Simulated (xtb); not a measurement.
**C2H6S2Si (SMILES C[SiH2]C(=S)S): GFN1-xTB**

Wanted: energy and gradient of C2H6S2Si. 

The results are computed with xtb 6.7.1.

5 further runs of the same task are left out: 5 set aside as unsound or not needed.

### 1 The molecule

C2H6S2Si: 11 atoms, total charge 0, spin state singlet. SMILES: `C[SiH2]C(=S)S`. Geometry: optimised at GFN2-xTB. This is one conformer, not always the lowest.

Bond lengths: C1–Si2 1.896 Å, Si2–C3 1.910 Å, C3–S4 1.632 Å, C3–S5 1.742 Å, C1–H6 1.087 Å, C1–H7 1.086 Å, C1–H8 1.087 Å, Si2–H9 1.460 Å, Si2–H10 1.464 Å, S5–H11 1.338 Å. Some angles: C1–Si2–C3 106.0°, Si2–C3–S4 122.0°, Si2–C3–S5 116.2°, S4–C3–S5 121.7°, C1–Si2–H9 112.9°, C1–Si2–H10 112.2°, C3–Si2–H9 106.0°, C3–Si2–H10 106.5°, Si2–C1–H6 111.4°, Si2–C1–H7 110.7°.

### 2 Energy and forces at GFN1-xTB

Input file .CHRG:

```
0
```

Input file .UHF:

```
0
```

Input file coord:

```
$coord
     -1.297826107870      2.554966412278      1.546929805619  c
      1.559250819951      0.495826340579      0.892253087003  si
      0.345460832843     -2.300722659471     -1.039424957589  c
     -0.867970106302     -4.803532630709      0.291357973895  s
      0.513570868890     -1.991790232617     -4.312033762955  s
     -2.135881849620      3.251311591941     -0.194887455233  h
     -0.775222348105      4.178921454736      2.686037816282  h
     -2.743825641173      1.509362050261      2.564396145640  h
      2.653988061208     -0.581752187466      3.185001102228  h
      3.437544101523      1.781047975199     -0.681246267928  h
     -0.565708412668     -4.201371401097     -4.899851971281  h
$end
```

Launch:

```console
$ xtb --gfn1 --acc 1 --grad -P 1 -- coord > coord.out
```

Q: Predict the results. Wanted: total energy; dipole moment; HOMO energy; LUMO energy; HOMO–LUMO gap; dispersion energy; largest force on an atom.

Computed results:

At GFN1-xTB:

| quantity | value |
| --- | --- |
| total energy | -16.67432 Eh |
| dipole moment | 1.62 D |
| HOMO energy | -10.19 eV |
| LUMO energy | -8.31 eV |
| HOMO–LUMO gap | 1.88 eV |
| dispersion energy | -13.55 kJ/mol |
| largest force on an atom | 0.828 eV/Å |

What this shows: Mulliken charges run from -0.19 on C1 to +0.23 on Si2. The largest force is 0.83 eV/Å: the shape isn't a stationary point for this species at this level.
